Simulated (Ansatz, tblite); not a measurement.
**(Br2Ga-mu-SH)3 (Br₆Ga₃H₃S₃): rung by rung**

Aim: run the singlet of (Br2Ga-mu-SH)3 (Br₆Ga₃H₃S₃) at one geometry on many levels, and compare frontier levels, spin and run time.

Computed with Ansatz 0.2.0, Gaussian basis. Level: as each input shows.

Plan: GFN1-xTB, GFN2-xTB, PBE-D4/def2-TZVP, r2SCAN-D4/def2-TZVP, revPBE-D4/def2-TZVP, BHLYP-D4/def2-TZVP, HF/def2-TZVP, PBE-D4/def2-SVP, PBE0-D4/def2-SVP, HF/STO-3G, MP2/def2-TZVP, RPA/def2-TZVP.

## Step 1: The geometry

The geometry is that of the singlet, from an earlier relaxation (r2SCAN-D4/def2-SVP).

15 atoms, charge 0, spin multiplicity 1.

Bond lengths: Ga1–Br2 2.314 Å, Ga1–Br3 2.290 Å, Ga1–S4 2.353 Å, Ga1–S12 2.365 Å, S4–Ga5 2.396 Å, S4–H13 1.357 Å, Ga5–Br6 2.299 Å, Ga5–Br7 2.287 Å, Ga5–S8 2.364 Å, S8–Ga9 2.365 Å, S8–H14 1.366 Å, Ga9–Br10 2.284 Å, Ga9–Br11 2.297 Å, Ga9–S12 2.395 Å, S12–H15 1.357 Å. Angles: Br2–Ga1–Br3 118.2°, Br2–Ga1–S4 103.7°, Br2–Ga1–S12 113.6°, Br3–Ga1–S4 109.8°, Br3–Ga1–S12 106.2°, S4–Ga1–S12 104.5°, Ga1–S4–Ga5 106.4°, Ga1–S4–H13 96.4°, Ga5–S4–H13 93.4°, S4–Ga5–Br6 104.7°, S4–Ga5–Br7 106.4°, S4–Ga5–S8 108.2°, Br6–Ga5–Br7 120.9°, Br6–Ga5–S8 108.3°, Br7–Ga5–S8 107.7°, Ga5–S8–Ga9 107.3°, Ga5–S8–H14 98.3°, Ga9–S8–H14 95.5° and more.

PBE0-D4/def2-TZVP was run before; its log isn't repeated, and its numbers join the tables.

## Step 2: GFN1-xTB

Tight binding, by tblite at 300 K electronic temperature and without a spin-polarisation term:

```python
tblite.interface.Calculator('GFN1-xTB', numbers, positions, charge=0, uhf=0).singlepoint()
```

Energy -1103.7631 eV, HOMO -11.47 eV, LUMO -6.89 eV; 0.054 s.

## Step 3: GFN2-xTB

Tight binding, by tblite at 300 K electronic temperature and without a spin-polarisation term:

```python
tblite.interface.Calculator('GFN2-xTB', numbers, positions, charge=0, uhf=0).singlepoint()
```

Energy -1085.8634 eV, HOMO -12.63 eV, LUMO -8.38 eV; 0.084 s.

## Step 4: PBE-D4/def2-TZVP

start.molden holds the orbitals of an earlier run on this state, given as this run's starting guess.

in.yaml reads:

```yaml
crystal:
  periodic: [false, false, false]
  atoms:
    - {symbol: Ga, position_ang: [1.148291, 1.672968, -0.296814]}
    - {symbol: Br, position_ang: [2.713669, 0.759662, 1.141618]}
    - {symbol: Br, position_ang: [1.717147, 3.563498, -1.456991]}
    - {symbol: S, position_ang: [-0.695329, 2.118681, 1.094897]}
    - {symbol: Ga, position_ang: [-1.830458, 0.031113, 1.400709]}
    - {symbol: Br, position_ang: [-3.159658, -0.187636, -0.462359]}
    - {symbol: Br, position_ang: [-2.743870, 0.092255, 3.495995]}
    - {symbol: S, position_ang: [-0.217506, -1.697216, 1.369119]}
    - {symbol: Ga, position_ang: [0.411953, -2.031341, -0.886059]}
    - {symbol: Br, position_ang: [-1.158789, -3.351250, -1.890482]}
    - {symbol: Br, position_ang: [2.611375, -2.691107, -0.921436]}
    - {symbol: S, position_ang: [0.326518, 0.138205, -1.897156]}
    - {symbol: H, position_ang: [-1.534607, 2.522074, 0.108044]}
    - {symbol: H, position_ang: [0.876501, -0.950575, 1.702216]}
    - {symbol: H, position_ang: [1.534765, 0.010659, -2.501291]}
basis:
  gaussian: {orbitals: def2-TZVP, fitting: {mean_field: def2-universal-jkfit}, initial_orbitals: start.molden}
hamiltonian: {xc: pbe, dispersion: d4}
scf: {omitted_lower_state_checks: [starts]}
output: {orbitals: {seedname: orbitals}}
```

Launch:

```
> ansatz run in.yaml --threads 2 --pin off --events-out ev --progress --plain --max-ram 32768MiB --backend cuda --devices 0, --max-vram 18GiB
```

After this run come: r2SCAN-D4/def2-TZVP; revPBE-D4/def2-TZVP; BHLYP-D4/def2-TZVP; HF/def2-TZVP; PBE-D4/def2-SVP; PBE0-D4/def2-SVP; HF/STO-3G; MP2/def2-TZVP; RPA/def2-TZVP.

Q: Predict the results of all the runs planned. Wanted: gap in def2-TZVP, named functionals and Hartree-Fock, smallest and largest; correlation energy, MP2/def2-TZVP; binding an atom, functionals in def2-TZVP; PBE0 total energy, smallest basis above largest.

As calculated:

| quantity | value |
| --- | --- |
| gap in def2-TZVP, named functionals and Hartree-Fock, smallest and largest | 4.06 eV (PBE-D4), 12.71 eV (HF) |
| correlation energy, MP2/def2-TZVP | -77.57 eV |
| binding an atom, functionals in def2-TZVP | 2.79 (BHLYP-D4) to 2.94 eV (r2SCAN-D4) |
| PBE0 total energy, smallest basis above largest | 82.16 eV (def2-SVP, def2-TZVP) |

What this shows: Orbital gaps of the named functionals and Hartree-Fock in def2-TZVP span 4.06 eV (PBE-D4) to 12.71 eV (HF); exact exchange widens it.
